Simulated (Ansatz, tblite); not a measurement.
**InMe2(acnac) (C₇H₁₄InNO): spin states and exact exchange**

Aim: set other spin states of InMe2(acnac) (C₇H₁₄InNO) against its singlet, on many levels of theory.

Method: as each input shows; program: Ansatz 0.2.0, Gaussian basis.

Levels to be run: triplet, at the geometry of the singlet (GFN1-xTB, GFN2-xTB, PBE0-D4/def2-TZVP, PBE-D4/def2-TZVP, r2SCAN-D4/def2-TZVP); the singlet's energies come from earlier runs.

3 further runs of the same task are left out: 1 that didn't finish, 2 set aside as unsound or not needed. Runs told in other sessions of the task aren't counted.

### 1 The relaxed structure

The geometry is that of the singlet, from an earlier relaxation (PBE-D4/def2-SVP).

24 atoms, charge 0, spin multiplicity 1.

Bond lengths: In1–C2 2.175 Å, In1–C6 2.175 Å, In1–O10 2.204 Å, In1–N16 2.235 Å, C2–H3 1.108 Å, C2–H4 1.108 Å, C2–H5 1.109 Å, C6–H7 1.108 Å, C6–H8 1.109 Å, C6–H9 1.108 Å, O10–C11 1.285 Å, C11–C12 1.515 Å, C11–C13 1.411 Å, C12–H17 1.106 Å, C12–H18 1.109 Å, C12–H19 1.110 Å, C13–C14 1.421 Å, C13–H20 1.098 Å and more. Angles: C2–In1–C6 136.0°, C2–In1–O10 104.7°, C2–In1–N16 107.4°, C6–In1–O10 104.4°, C6–In1–N16 107.3°, O10–In1–N16 85.0°, In1–C2–H3 108.7°, In1–C2–H4 111.0°, In1–C2–H5 110.6°, H3–C2–H4 109.1°, H3–C2–H5 108.9°, H4–C2–H5 108.5°, In1–C6–H7 108.8°, In1–C6–H8 111.0°, In1–C6–H9 110.5°, H7–C6–H8 109.0°, H7–C6–H9 109.0°, H8–C6–H9 108.5° and more.

Coordinates:

```csv
atom,x (Å),y (Å),z (Å)
In1,1.4480,0.1295,1.0637
C2,0.9313,0.2593,3.1724
H3,-0.1584,0.4370,3.2609
H4,1.4745,1.0896,3.6646
H5,1.1843,-0.6856,3.6942
C6,3.2801,0.2131,-0.1058
H7,3.0203,0.1583,-1.1810
H8,3.9520,-0.6315,0.1473
H9,3.8206,1.1611,0.0869
O10,0.0939,1.5533,0.0661
C11,-0.9143,1.2938,-0.6869
C12,-1.6245,2.5163,-1.2314
C13,-1.3991,0.0159,-1.0391
C14,-0.9005,-1.2535,-0.6399
C15,-1.6289,-2.4819,-1.1504
N16,0.1492,-1.4444,0.1528
H17,-2.5006,2.2707,-1.8593
H18,-1.9480,3.1576,-0.3859
H19,-0.9086,3.1212,-1.8257
H20,-2.2764,-0.0016,-1.6991
H21,-2.4457,-2.2267,-1.8497
H22,-2.0650,-3.0501,-0.3019
H23,-0.9232,-3.1619,-1.6718
H24,0.3390,-2.4395,0.3189
```

In takes a core potential in the def2 sets. No spin-orbit coupling is included.

### 2 Triplet at the fixed geometry, GFN1-xTB

Tight binding, by tblite at 300 K electronic temperature and without a spin-polarisation term:

```python
tblite.interface.Calculator('GFN1-xTB', numbers, positions, charge=0, uhf=2).singlepoint()
```

Energy -861.3680 eV; 0.024 s.

### 3 Triplet at the fixed geometry, GFN2-xTB

Tight binding, by tblite at 300 K electronic temperature and without a spin-polarisation term:

```python
tblite.interface.Calculator('GFN2-xTB', numbers, positions, charge=0, uhf=2).singlepoint()
```

Energy -821.8234 eV; 0.02 s.

### 4 Triplet at the fixed geometry, PBE0-D4/def2-TZVP

in.yaml reads:

```yaml
crystal:
  periodic: [false, false, false]
  atoms:
    - {symbol: In, position_ang: [1.448007, 0.129500, 1.063728]}
    - {symbol: C, position_ang: [0.931329, 0.259305, 3.172441]}
    - {symbol: H, position_ang: [-0.158445, 0.437011, 3.260935]}
    - {symbol: H, position_ang: [1.474467, 1.089611, 3.664606]}
    - {symbol: H, position_ang: [1.184264, -0.685589, 3.694167]}
    - {symbol: C, position_ang: [3.280129, 0.213110, -0.105836]}
    - {symbol: H, position_ang: [3.020308, 0.158334, -1.181040]}
    - {symbol: H, position_ang: [3.952039, -0.631536, 0.147268]}
    - {symbol: H, position_ang: [3.820617, 1.161132, 0.086892]}
    - {symbol: O, position_ang: [0.093944, 1.553278, 0.066121]}
    - {symbol: C, position_ang: [-0.914274, 1.293751, -0.686921]}
    - {symbol: C, position_ang: [-1.624531, 2.516296, -1.231393]}
    - {symbol: C, position_ang: [-1.399051, 0.015945, -1.039060]}
    - {symbol: C, position_ang: [-0.900513, -1.253502, -0.639905]}
    - {symbol: C, position_ang: [-1.628869, -2.481916, -1.150439]}
    - {symbol: N, position_ang: [0.149150, -1.444381, 0.152846]}
    - {symbol: H, position_ang: [-2.500619, 2.270695, -1.859331]}
    - {symbol: H, position_ang: [-1.948031, 3.157591, -0.385855]}
    - {symbol: H, position_ang: [-0.908630, 3.121151, -1.825667]}
    - {symbol: H, position_ang: [-2.276365, -0.001611, -1.699110]}
    - {symbol: H, position_ang: [-2.445738, -2.226709, -1.849657]}
    - {symbol: H, position_ang: [-2.065022, -3.050084, -0.301941]}
    - {symbol: H, position_ang: [-0.923153, -3.161853, -1.671773]}
    - {symbol: H, position_ang: [0.338977, -2.439518, 0.318916]}
basis:
  gaussian: {orbitals: def2-TZVP}
magnetization: {spin_polarized: true, initial_magnetization: 2}
hamiltonian: {xc: pbe0, dispersion: d4}
scf: {omitted_lower_state_checks: [starts]}
output: {orbitals: {seedname: orbitals}}
```

Launch:

```bash
$ ansatz run in.yaml --threads 4 --pin off --events-out ev --progress --plain --max-ram 6963MiB
```

The program printed:

```text
Functional definition: PBE0
  name "PBE0"
  cite "Adamo & Barone, J. Chem. Phys. 110, 6158 (1999) doi:10.1063/1.478522"
  cite "Perdew, Burke & Ernzerhof, Phys. Rev. Lett. 77, 3865 (1996) doi:10.1103/PhysRevLett.77.3865"
  parent pbe
  parameter a = 0.25
  parameter kappa = 0.804
  parameter beta = 0.06672455060314922
  exchange = (1 - a)*pbe_x(kappa = kappa, mu = beta*pi^2/3) + a*exact_x
  correlation = pbe_c(beta = beta)
these checks for a lower state are left out or cut short: starts
2663 factors; their error is unknown
mean field evaluation 1: about -16164.6725 eV, gradient 7.2e1 eV
mean field evaluation 2: about -16153.1799 eV, gradient 8.6e1 eV
mean field evaluation 4: about -16187.5738 eV, gradient 6.6e0 eV
mean field evaluation 8: about -16187.7602 eV, gradient 3.9e-1 eV
mean field evaluation 16: about -16187.7920 eV, gradient 4.6e-3 eV
mean field -16187.79196665 eV, -594.8903822948 hartree, gradient 8.7e-5 eV, S^2 2.009050; 0 other end points of the search recorded, 0 dependent functions left out
reference -16187.79202442 eV, -594.8903844180 hartree; 47, 45 occupied and 366, 368 virtual orbitals, 2663 factors
Total energy: -16188.32784897 eV, -594.9100756070 hartree
Checks for a lower state left out: starts
```

Run time: 28 s. Hardware: 4 threads of Intel Xeon Platinum 8488C, shared host; peak memory 2.4 GiB.

HOMO -3.24 eV, LUMO -3.91 eV (over both spins; with the spin held, an empty level of the minority spin lies below the top filled one); ⟨S²⟩ 2.009 (pure: 2.00).

### 5 Triplet at the fixed geometry, PBE-D4/def2-TZVP

start.molden holds the orbitals of an earlier run on this state, given as this run's starting guess.

in.yaml, as its differences from that of step 4:

```diff
@@ -28,5 +28,5 @@
 basis:
-  gaussian: {orbitals: def2-TZVP}
+  gaussian: {orbitals: def2-TZVP, initial_orbitals: start.molden}
 magnetization: {spin_polarized: true, initial_magnetization: 2}
-hamiltonian: {xc: pbe0, dispersion: d4}
+hamiltonian: {xc: pbe, dispersion: d4}
 scf: {omitted_lower_state_checks: [starts]}
```

The command is unchanged.

The program printed:

```text
Functional definition: PBE
  name "PBE"
  cite "Perdew, Burke & Ernzerhof, Phys. Rev. Lett. 77, 3865 (1996) doi:10.1103/PhysRevLett.77.3865"
  parent pbe
  parameter kappa = 0.804
  parameter beta = 0.06672455060314922
  exchange = pbe_x(kappa = kappa, mu = beta*pi^2/3)
  correlation = pbe_c(beta = beta)
these checks for a lower state are left out or cut short: starts
2570 factors; their error is unknown
mean field evaluation 1: about -16186.6856 eV, gradient 9.2e0 eV
mean field evaluation 2: about -16186.9363 eV, gradient 3.1e-1 eV
mean field evaluation 4: about -16186.8759 eV, gradient 2.9e-2 eV
mean field evaluation 8: about -16186.8759 eV, gradient 2.1e-5 eV
mean field -16186.87588890 eV, -594.8567170585 hartree, gradient 2.1e-5 eV, S^2 2.004225; 0 other end points of the search recorded, 0 dependent functions left out
reference -16186.87597009 eV, -594.8567200421 hartree; 47, 45 occupied and 366, 368 virtual orbitals, 2570 factors
Total energy: -16187.49666738 eV, -594.8795302471 hartree
Checks for a lower state left out: starts
```

It took 9.5 s on 4 threads of Intel Xeon Platinum 8488C, shared host; peak memory 1.1 GiB.

HOMO -2.24 eV, LUMO -4.76 eV (over both spins; with the spin held, an empty level of the minority spin lies below the top filled one); ⟨S²⟩ 2.004 (pure: 2.00).

### 6 Triplet at the fixed geometry, r2SCAN-D4/def2-TZVP

in.yaml, as its differences from that of step 5:

```diff
@@ -30,3 +30,3 @@
 magnetization: {spin_polarized: true, initial_magnetization: 2}
-hamiltonian: {xc: pbe, dispersion: d4}
+hamiltonian: {xc: r2scan, dispersion: d4}
 scf: {omitted_lower_state_checks: [starts]}
```

Same command.

The program printed:

```text
Functional definition: r2SCAN
  name "r2SCAN"
  cite "Furness, Kaplan, Ning, Perdew & Sun, J. Phys. Chem. Lett. 11, 8208 (2020) doi:10.1021/acs.jpclett.0c02405"
  cite "Furness, Kaplan, Ning, Perdew & Sun, J. Phys. Chem. Lett. 11, 9248 (2020) doi:10.1021/acs.jpclett.0c03077"
  parent r2scan
  parameter k0 = 0.174
  parameter k1 = 0.065
  parameter a1 = 4.9479
  exchange = r2scan_x(k0 = k0, k1 = k1, a1 = a1)
  correlation = r2scan_c
these checks for a lower state are left out or cut short: starts
2570 factors; their error is unknown
mean field evaluation 1: about -16196.6352 eV, gradient 5.1e0 eV
mean field evaluation 2: about -16196.7286 eV, gradient 1.3e-1 eV
mean field evaluation 4: about -16196.6794 eV, gradient 3.9e-3 eV
mean field evaluation 8: about -16196.6794 eV, gradient 2.3e-5 eV
mean field -16196.67937501 eV, -595.2169885282 hartree, gradient 2.3e-5 eV, S^2 2.009994; 0 other end points of the search recorded, 0 dependent functions left out
reference -16196.67940122 eV, -595.2169894913 hartree; 47, 45 occupied and 366, 368 virtual orbitals, 2570 factors
Total energy: -16196.85460795 eV, -595.2234282200 hartree
Checks for a lower state left out: starts
```

Run time: 17 s. Hardware: 4 threads of Intel Xeon Platinum 8488C, shared host; peak memory 1.2 GiB.

From the report: HOMO -2.47 eV, LUMO -4.54 eV (over both spins; with the spin held, an empty level of the minority spin lies below the top filled one); ⟨S²⟩ 2.010 (pure: 2.00).

### 7 Triplet less singlet, vertical

The singlet's energies are those of its earlier runs, whose logs aren't repeated here.

```csv
level,"triplet less singlet, vertical (eV)",time
GFN1-xTB,+3.167,0.074 s
GFN2-xTB,+3.128,0.035 s
PBE-D4/def2-TZVP,+2.819,17 s
r2SCAN-D4/def2-TZVP,+2.775,25 s
PBE0-D4/def2-TZVP,+2.853,40 s
```

Times add the two runs; a level without a time comes out of a correlated run. Tight binding without a spin term can't rank spin states.

### 8 Results

```
                                                quantity                                      value
triplet less singlet, vertical, functionals in def2-TZVP  +2.775 (r2SCAN-D4) to +2.853 eV (PBE0-D4)
```

What this shows: All functionals put the triplet above the singlet, over a spread of 0.077 eV. The checks for a lower triplet were left out, so another state of that spin may lie lower. These are electronic energies, without zero-point motion, entropy or surroundings.
